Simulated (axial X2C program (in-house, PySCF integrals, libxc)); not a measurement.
# All-electron X2C curves of SnP, part 2 of 2

Computed with an in-house X2C program for linear molecules on PySCF integrals; all-electron X2C, Sn dyall-cv3z, P dyall-v3z.

## (8) The spin-free curves together

Energy (eV) of the followed determinant, spin-free, from each level's lowest point:

| R (Å) | PBE0 | HF (jumps) | MP2 (its reference jumps) | CCSD (its reference jumps) | CCSD(T) (its reference jumps) | BP86 |
| --- | --- | --- | --- | --- | --- | --- |
| 2.048 | 1.012 | 1.283 | 0.657 | n/a | n/a | 1.150 |
| 2.142 | 0.407 | 0.644 | 0.152 | 0.353 | 0.367 | 0.507 |
| 2.213 | 0.153 | 0.349 | 0.022 | 0.114 | 0.121 | 0.220 |
| 2.283 | 0.027 | 0.161 | 0.000 | 0.013 | 0.013 | 0.061 |
| 2.354 | 0.000 | 0.052 | 0.031 | 0.000 | 0.000 | 0.000 |
| 2.436 | 0.061 | 0.000 | 0.107 | 0.078 | 0.083 | 0.022 |
| 2.519 | 0.188 | 0.009 | 0.212 | 0.195 | 0.213 | 0.118 |
| 2.625 | 0.405 | 0.083 | 0.375 | 0.386 | 0.426 | 0.313 |
| 2.754 | 0.695 | 0.233 | 0.601 | n/a | n/a | 0.613 |
| 2.942 | 1.114 | 0.477 | 0.981 | n/a | n/a | 1.074 |

## (9) PBE0, 2c

State followed: Ω = 3/2 (excess of +ω over −ω: ω = 3/2). The scan is laid around 2.354 Å, a first estimate of the minimum, and this SCF restarts from the orbitals of the search.

Output at 2.354 Å:

```text
two-component X2C + atomic mean field  PBE0
basis functions 175  fitting functions 942  grid points 5079
iter        total energy     max residual
   1      -6515.081686516     2.68e+00
   2      -6515.641082338     7.92e-03
   3      -6515.638730112     1.02e-02
   4      -6515.641913347     4.31e-03
   5      -6515.642421933     8.55e-04
   6      -6515.642440812     2.20e-04
   7      -6515.642442564     8.01e-05
   8      -6515.642443489     7.11e-05
   9      -6515.642444711     2.89e-05
  10      -6515.642444838     7.14e-06
  11      -6515.642444840     2.64e-06
  12      -6515.642444840     4.90e-07
converged
one-electron -9293.88579922  Coulomb 2802.65119478  exact exchange -46.62846136  xc functional -142.81186939  nuclear repulsion 168.59936627  atomic mean-field constant -3.56687592
```

Along the bond, energies from the lowest point:

| R (Å) | E (eV) | μ (D) | HOMO (eV) | LUMO (eV) | iterations |
| --- | --- | --- | --- | --- | --- |
| 2.048 | 1.0185 | -1.26 | -6.34 | -4.75 | 12 |
| 2.142 | 0.4138 | -1.57 | -6.40 | -4.55 | 12 |
| 2.213 | 0.1581 | -1.79 | -6.35 | -4.41 | 12 |
| 2.283 | 0.0304 | -2.00 | -6.19 | -4.28 | 12 |
| 2.354 | 0.0000 | -2.20 | -6.04 | -4.17 | 12 |
| 2.436 | 0.0540 | -2.38 | -5.88 | -4.05 | 13 |
| 2.519 | 0.1716 | -2.48 | -5.74 | -3.95 | 13 |
| 2.625 | 0.3725 | -2.53 | -5.62 | -3.84 | 13 |
| 2.754 | 0.6466 | -2.56 | -5.53 | -3.74 | 13 |
| 2.942 | 1.0477 | -2.67 | -5.50 | -3.64 | 13 |

Dipoles are positive if P is the positive end.

Outer spinors at the reference distance:

| ω | occupied | ε (eV) | atomic character | λ mixture |
| --- | --- | --- | --- | --- |
| 3/2 | yes | -29.40 | 100% Sn d | 86% δ, 14% π |
| -3/2 | yes | -29.38 | 100% Sn d | 86% δ, 14% π |
| 1/2 | yes | -29.23 | 100% Sn d | 59% π, 41% σ |
| -1/2 | yes | -29.23 | 100% Sn d | 58% π, 42% σ |
| 5/2 | yes | -28.41 | 100% Sn d | 100% δ |
| -5/2 | yes | -28.41 | 100% Sn d | 100% δ |
| 3/2 | yes | -28.25 | 100% Sn d | 86% π, 14% δ |
| -3/2 | yes | -28.23 | 100% Sn d | 86% π, 14% δ |
| 1/2 | yes | -28.23 | 99% Sn d | 59% σ, 41% π |
| -1/2 | yes | -28.23 | 99% Sn d | 58% σ, 42% π |
| 1/2 | yes | -16.47 | 64% P s, 19% Sn s, 10% Sn p | 100% σ |
| -1/2 | yes | -15.49 | 57% P s, 25% Sn s, 9% Sn p | 100% σ |
| 1/2 | yes | -11.38 | 56% Sn s, 21% P p, 14% P s | 100% σ |
| -1/2 | yes | -11.14 | 51% Sn s, 20% P s, 18% P p | 100% σ |
| -1/2 | yes | -6.93 | 69% P p, 25% Sn p, 4% Sn d | 99% π, 1% σ |
| 3/2 | yes | -6.85 | 73% P p, 21% Sn p, 4% Sn d | 100% π |
| 1/2 | yes | -6.64 | 47% P p, 38% Sn p, 11% Sn s | 98% σ, 2% π |
| -1/2 | yes | -6.44 | 49% P p, 37% Sn p, 10% Sn s | 98% σ, 2% π |
| 1/2 | yes | -6.04 | 52% P p, 44% Sn p, 3% Sn d | 98% π, 2% σ |
| -3/2 | no | -4.17 | 50% P p, 46% Sn p, 2% Sn d | 100% π |
| -1/2 | no | -2.54 | 70% Sn p, 21% P p, 4% Sn d | 99% π, 1% σ |
| 3/2 | no | -2.31 | 74% Sn p, 18% P p, 4% P d | 100% π |
| 1/2 | no | -2.24 | 50% Sn p, 39% P p, 7% Sn d | 100% π |

PBE0 fields in the half plane through the axis: z from -2.4 to 4.5 Å across, distance from the axis 0.15 to 2.25 Å upwards; Sn lies at z = 0 and P at z = 2.354 Å; the ELF is damped to zero where the density is low.

log10 density (e/bohr³). Ten even steps from '0' (-4.17 ) to '9' (1.82 ):
```
000111122222222221111000
011122222222222222221100
011223333333333333322110
112233344433334443332211
122334444444444444433221
123344556554445555443321
223345677765555565544322
223445689865555786554332
```

ELF. Ten even steps from ' ' (0.00 ) to '@' (0.94 ):
```
      ....::::............::::::::....          
    ::--==++==----::::::--------------::..      
  ::++######**++==------==++++++****++++==::..  
::++##%%%%##**==------==++**######%%%%##**++::  
==##@@@@%%##==--::::::==**##%%%%%%@@@@@@%%##==::
**%%@@@@%%++::--==--::--**%%%%**++%%@@@@@@%%**--
##@@@@@@##--==##%%##--::**%%==  ::  %%@@@@@@##==
%%@@@@@@**--**==%%==**::**%%  %%##**--@@@@@@%%++
```

Re = 2.345 Å, ωe = 407 cm⁻¹, ωexe = 2.28 cm⁻¹, Be = 0.1246 cm⁻¹, De = 2.80 eV, μ = -2.17 D.

## (10) HF, 2c

Output at 2.354 Å:

```text
two-component X2C + atomic mean field  HF
basis functions 175  fitting functions 942  grid points 5079
iter        total energy     max residual
   1      -6512.715959521     2.69e-01
   2      -6512.743646864     5.15e-03
   3      -6512.745576359     3.46e-03
   4      -6512.746612365     4.30e-03
   5      -6512.747490290     4.04e-03
   6      -6512.748719216     3.98e-03
   7      -6512.751891996     2.87e-03
   8      -6512.753511299     1.17e-03
   9      -6512.753257162     1.22e-03
  10      -6512.753545621     4.55e-04
  11      -6512.753575836     1.30e-04
  12      -6512.753575955     9.39e-05
  13      -6512.753577764     5.93e-05
  14      -6512.753577931     3.90e-05
  15      -6512.753578023     1.68e-05
  16      -6512.753578054     1.13e-05
  17      -6512.753578082     5.27e-06
  18      -6512.753578088     3.09e-06
  19      -6512.753578090     1.32e-06
  20      -6512.753578090     2.46e-07
converged
one-electron -9292.90651224  Coulomb 2801.77941082  exact exchange -186.65896702  xc functional 0.00000000  nuclear repulsion 168.59936627  atomic mean-field constant -3.56687592
```

No constants are quoted: the solution changes its character somewhere along the scan, so the fit is set aside.

## (11) BP86, 2c

Output at 2.354 Å:

```text
two-component X2C + atomic mean field  BP86
basis functions 175  fitting functions 942  grid points 5079
iter        total energy     max residual
   1      -6516.875731519     1.14e-01
   2      -6516.879661749     6.12e-03
   3      -6516.863778503     2.42e-02
   4      -6516.880784710     1.03e-03
   5      -6516.880806679     8.50e-04
   6      -6516.880827843     3.27e-04
   7      -6516.880830802     1.07e-04
   8      -6516.880831569     3.74e-05
   9      -6516.880831663     9.36e-06
  10      -6516.880831667     2.52e-06
  11      -6516.880831667     1.11e-07
converged
one-electron -9294.06409843  Coulomb 2802.81536764  exact exchange 0.00000000  xc functional -190.66459122  nuclear repulsion 168.59936627  atomic mean-field constant -3.56687592
```

Re = 2.376 Å, ωe = 387 cm⁻¹, ωexe = 1.27 cm⁻¹, Be = 0.1213 cm⁻¹, De = 3.18 eV, μ = -2.01 D.

## (12) Correlated methods, 2c

Correlated methods: 19 electrons correlated (frozen shells, counted by type: Sn 4 s, 3 p, 1 d; P 2 s, 1 p), 229 virtual spinors in MP2, 110 natural virtuals in coupled cluster.

Output of the correlated part at 2.354 Å:

```text
correlated 19  virtual 229  natural virtual 110  E(MP2) -0.641608814  MP2 remainder -0.053649118
iter   CCSD correlation   residual
   1     -0.557965865   1.57e-01
   2     -0.573996503   7.34e-02
   3     -0.577723793   4.81e-02
   4     -0.579614810   3.26e-02
   5     -0.581513526   1.69e-02
   6     -0.581778319   6.02e-03
   7     -0.581844194   1.69e-03
   8     -0.581877745   8.02e-04
   9     -0.581853915   4.31e-04
  10     -0.581864539   2.32e-04
  11     -0.581860403   1.12e-04
  12     -0.581861393   5.14e-05
  13     -0.581861204   2.26e-05
  14     -0.581861083   1.18e-05
  15     -0.581861245   5.58e-06
  16     -0.581861325   2.70e-06
  17     -0.581861358   1.37e-06
  18     -0.581861379   6.98e-07
  19     -0.581861372   3.02e-07
(T) -0.021387923  T1 0.0689  D1 0.2393  max T2 0.113
```

MP2: No constants are quoted: the reference changes its character somewhere along the scan, so the fit is set aside.

CCSD: No constants are quoted: the reference changes its character somewhere along the scan, so the fit is set aside.

CCSD(T): No constants are quoted: the reference changes its character somewhere along the scan, so the fit is set aside.

## (13) A higher determinant, 2c

State: Ω = 1/2 (excess of +ω over −ω: ω = 1/2).

Output at the reference distance:

```text
two-component X2C + atomic mean field  PBE0
basis functions 175  fitting functions 942  grid points 5079
iter        total energy     max residual
   1      -6515.078032575     2.66e+00
   2      -6515.636654066     7.89e-03
   3      -6515.633966469     1.02e-02
   4      -6515.637418720     4.55e-03
   5      -6515.638015235     7.59e-04
   6      -6515.638031825     1.77e-04
   7      -6515.638033866     8.12e-05
   8      -6515.638035069     6.67e-05
   9      -6515.638037149     3.31e-05
  10      -6515.638037632     9.19e-06
  11      -6515.638037659     4.82e-06
  12      -6515.638037665     2.64e-06
  13      -6515.638037670     1.54e-06
  14      -6515.638037671     2.34e-07
converged
one-electron -9293.73915648  Coulomb 2802.50246208  exact exchange -46.62647326  xc functional -142.80736036  nuclear repulsion 168.59936627  atomic mean-field constant -3.56687592
```

| R (Å) | E above the lowest PBE0 point (eV) |
| --- | --- |
| 2.048 | 0.728 |
| 2.142 | 0.377 |
| 2.213 | 0.242 |
| 2.283 | 0.139 |
| 2.354 | 0.120 |
| 2.436 | 0.187 |
| 2.519 | 0.325 |
| 2.625 | 0.559 |
| 2.754 | 0.870 |

No constants are quoted: the solution changes its character somewhere along the scan, so the fit is set aside.

## (14) The 2c curves together

Energy (eV) of the followed determinant, 2c, from each level's lowest point:

| R (Å) | PBE0 | HF (jumps) | MP2 (its reference jumps) | CCSD (its reference jumps) | CCSD(T) (its reference jumps) | BP86 |
| --- | --- | --- | --- | --- | --- | --- |
| 2.048 | 1.018 | 1.328 | 0.682 | n/a | n/a | 1.151 |
| 2.142 | 0.414 | 0.679 | 0.190 | 0.366 | 0.374 | 0.509 |
| 2.213 | 0.158 | 0.373 | 0.044 | 0.130 | 0.131 | 0.222 |
| 2.283 | 0.030 | 0.175 | 0.000 | 0.020 | 0.018 | 0.063 |
| 2.354 | 0.000 | 0.059 | 0.013 | 0.000 | 0.000 | 0.000 |
| 2.436 | 0.054 | 0.000 | 0.073 | 0.066 | 0.073 | 0.020 |
| 2.519 | 0.172 | 0.003 | 0.167 | 0.172 | 0.192 | 0.111 |
| 2.625 | 0.372 | 0.072 | 0.319 | 0.349 | 0.390 | 0.299 |
| 2.754 | 0.647 | 0.215 | 0.535 | n/a | n/a | 0.585 |
| 2.942 | 1.048 | 0.449 | 0.903 | n/a | n/a | 1.022 |

Time for the job: 6.7 min (1 thread of Arm Neoverse V2, shared host); peak memory 1.7 GiB.

## (15) Constants

What follows sums up all 2 parts.

Lowest determinant that the search found at its distance, spin-free: M_S = 1/2, Λ = 1 (beyond closed shells: π+α, π+β, π-α).

Lowest determinant that the search found at its distance, 2c: Ω = 3/2 (excess of +ω over −ω: ω = 3/2).

```tsv
Hamiltonian	level	Re (Å)	ωe (cm⁻¹)	De (eV)	μ (D)
spin-free	PBE0	2.341	417	2.77	-2.24
spin-free	BP86	2.374	391	3.15	-2.06
2c	PBE0	2.345	407	2.80	-2.17
2c	BP86	2.376	387	3.18	-2.01
```

Dipoles are positive if P is the positive end. No constants: spin-free HF (the solution changes its character somewhere along the scan, so the fit is set aside); spin-free MP2 (the reference changes its character somewhere along the scan, so the fit is set aside); spin-free CCSD (the reference changes its character somewhere along the scan, so the fit is set aside); spin-free CCSD(T) (the reference changes its character somewhere along the scan, so the fit is set aside); 2c HF (the solution changes its character somewhere along the scan, so the fit is set aside); 2c MP2 (the reference changes its character somewhere along the scan, so the fit is set aside); 2c CCSD (the reference changes its character somewhere along the scan, so the fit is set aside); 2c CCSD(T) (the reference changes its character somewhere along the scan, so the fit is set aside).

Time per point (s) on 1 thread of Arm Neoverse V2, shared host (2c runs); the times are rough: PBE0 0.63, BP86 0.29.

**Reading.** At PBE0, going from spin-free to two-component changes Re by +4 mÅ, ωe by -2.3 %, which is small (part of it comes from the scalar share of the two-electron terms). De moves by +0.03 eV; both De rest on single-determinant atoms, which can miss part of an open shell's spin–orbit lowering.

De refers to Sn + P, each in the lowest determinant found, which need not be this curve's own limit. Each curve is one determinant whose occupation by symmetry is held fixed; it was picked as the lowest of a PBE0 search that is not exhaustive. Dissociation energies refer to the lowest single-determinant-based atoms at the same level and basis. Density functionals use the spin component along the axis (collinear). At some level an empty orbital lies below a filled one. The spin-free determinant is spin-contaminated at some levels.
